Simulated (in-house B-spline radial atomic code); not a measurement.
# Xe¹²⁺: ionisation energy by several methods

An exercise on one series of results from a longer session: the logs are not shown, and one member is left open.

The numbers are computed with in-house B-spline radial atomic code version 1 (scalar-relativistic (X2C), several functionals, spin-polarised; spherical all-electron atom at the radial basis limit), except any that are marked as measured or tabulated.

### The system

* element: xenon (Z = 54)
* charge: +12
* electrons: 42
* configuration: [Kr] 4d6
* nucleus: Fermi, rms radius 4.786 fm

The outer shells:

[Kr] 4d6
```
[Kr] core
4d [↑↓][↑ ][↑ ][↑ ][↑ ]
```

Where spins are not typed, each open shell is filled with up spins first.

Set-up of the first run:

Settings of the run:

```ini
Z = 54
electrons = 42.0
configuration = [Kr] 4d6
hamiltonian = x2c
method = b88,p86
spin_polarised = True
nucleus = fermi
rms_radius = 4.7859
mass_number = 132
atomic_mass = 131.90415508346
speed_of_light = 137.035999084
```

Steps of the session up to this table: BP86, a GGA; PW91, a GGA; r2SCAN, a meta-GGA; SCAN, a meta-GGA.

One of the session's tables, all rows but one given; the rest of the session is left out.

```
method  ΔSCF (eV)
  BP86     282.17
  PW91     282.15
r2SCAN     280.98
  SCAN          ?
```

**Question.** Estimate the row for SCAN.

The run gave: ΔSCF (eV): 281.01. In the column «ΔSCF (eV)» it lies between r2SCAN (280.98) and PW91 (282.15).

Open shells are averaged (over orientations, and over spins where the run is restricted), while tables refer to the lowest levels. For the semilocal functionals minus the highest level recovers only 95 % of their own ΔSCF value, a mark of self-interaction.

Members of this set that are not shown: 3 used exact exchange with fractional occupations of an open shell, which is unsound here.
